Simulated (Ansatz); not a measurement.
# Al: the cost of one run

Method: DFT PBE, scalar-relativistic, plane waves, PAW, in Ansatz 0.2.0.

### 1 The structure to begin with

Symmetry: Fm-3m, No. 225, cubic system. The conventional cell has a = 4.050 Å, b = 4.050 Å, c = 4.050 Å, α = 90.00°, β = 90.00°, γ = 90.00°. Al (site symmetry m-3m) has 12 Al at 2.86 Å in its first shell of neighbours.

As a file:

```cif
data_structure
_symmetry_space_group_name_H-M 'Fm-3m'
_symmetry_Int_Tables_number 225
_cell_length_a 4.0500
_cell_length_b 4.0500
_cell_length_c 4.0500
_cell_angle_alpha 90.000
_cell_angle_beta 90.000
_cell_angle_gamma 90.000
_cell_volume 66.43
loop_
_atom_site_label
_atom_site_type_symbol
_atom_site_symmetry_multiplicity
_atom_site_Wyckoff_symbol
_atom_site_fract_x
_atom_site_fract_y
_atom_site_fract_z
_atom_site_occupancy
Al1 Al 4 a 0.00000 0.00000 0.00000 1
```

### 2 Relaxing cell and atoms: Al, no spin

Contents of input.yaml:

```yaml
crystal:
  lattice:
    - [0.0, 2.025, 2.025]
    - [2.025, 0.0, 2.025]
    - [2.025, 2.025, 0.0]
  atoms:
    - { symbol: Al, position: [0.0, 0.0, 0.0] }
scf:
  occupations: { method: methfessel_paxton, width: 0.4 }
output:
  forces: true
  stress: true
  eigenvalues: true
hamiltonian:
  xc: pbe
kpoints:
  mp_grid: { grid: [40, 40, 40] }
relax:
  f_tol: 0.005
  max_steps: 40
  cell: { stress_tol: 0.02 }
```

Launch:

```console
$ ansatz run input.yaml --threads 4 --pin off --max-ram 12288MiB --backend cpu --events-out ev --progress --plain --runs-dir out
```

**Question.** How long does this run take on 4 threads of AMD EPYC 9R14 (Zen 4), shared host, and how much memory does it need?

About 8.1 s, with a peak of 0.64 GiB.
